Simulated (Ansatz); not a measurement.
Working through a comparison of functionals at one structure of EuGe2, space group P-3m1

Computed with Ansatz 0.2.0 through its Python package.

Notebook, run cell by cell (the value of a cell's last expression is shown):

In [1]:
```python
import ansatz as az
import pandas as pd
```

In [2]:
```python
lattice = az.Lattice.of(
    [4.358252, 0.0, 0.0],
    [-2.179126, 3.774357, 0.0],
    [0.0, 0.0, 4.290627],
)
sites = [
    ("Eu", [0.0, 0.0, 0.0]),
    ("Ge", [2 / 3, 1 / 3, 0.515733]),
    ("Ge", [1 / 3, 2 / 3, 0.484267]),
]
euge2 = az.Crystal(lattice=lattice)
for symbol, position in sites:
    euge2 = euge2.atom(symbol, position)
euge2 = euge2.moments(Eu=7)

euge2.resolved().sites[-1]
```
Out [2]:
```text
Site(symbol='Ge', position=(0.3333333333333333, 0.6666666666666666, 0.484267), moment=None, axis=None, held=None, saved=None)
```

In [3]:
```python
job = (
    euge2.calculation()
    .kpoints(7, 7, 7)  # sampling of the Brillouin zone
    .occupations(az.OccupationsMethod.GAUSSIAN, width=0.05)  # smearing steadies the SCF of a metal
    .spin("collinear")
)
```

In [4]:
```python
rows = []
for value in ["blyp", "lda", "r2scan"]:
    rep = job.functional(value).run().report
    rows.append((value, rep["free_energy_ev"] / len(rep["lattice"]["sites"]), rep["n_iterations"], rep["magnetization_mub"], rep["n_kpoints"]))
```
```text
DeckWarning: basis.ecutwfc = 420 eV, auto-derived from the records' recommended cutoffs: set by Eu (normal level)
DeckWarning: basis.ecutwfc = 500 eV, auto-derived from the records' recommended cutoffs: set by Eu (their level for a meta-GGA)
```

In [5]:
```python
table = pd.DataFrame(rows, columns=["functional", "F/atom (eV)", "iterations", "moment (muB)", "k-points"])
table.round(5)
```
Out [5]:
```text
  functional  F/atom (eV)  iterations  moment (muB)  k-points
0       blyp  -5799.67658          13       6.84675        44
1        lda  -5666.26704          12       6.87654        44
2     r2scan  -5795.88760          18       6.94467        44
```

Open f shells: without a Hubbard U, without spin-orbit coupling; the state reached hangs on the start and needn't be the lowest. BLYP can be off by several per cent in the lattices of metals, and by several GPa in the pressure at a fixed cell. The mesh is modest for a metal, so energies can be off by several to tens of meV an atom and pressures by half a GPa or more; differences at equal mesh fare better. r2SCAN tends to overestimate the moments of itinerant magnets. The structure comes from a database of computed cells and needn't be a stable or known phase. Warnings are shown shortened and without file and line. Total energies of different functionals can't be compared; pressures, moments and gaps at this one structure can. Wall time of the script: 89 s on 1 thread of Arm Neoverse V1, on a shared host, peak memory 0.75 GiB.
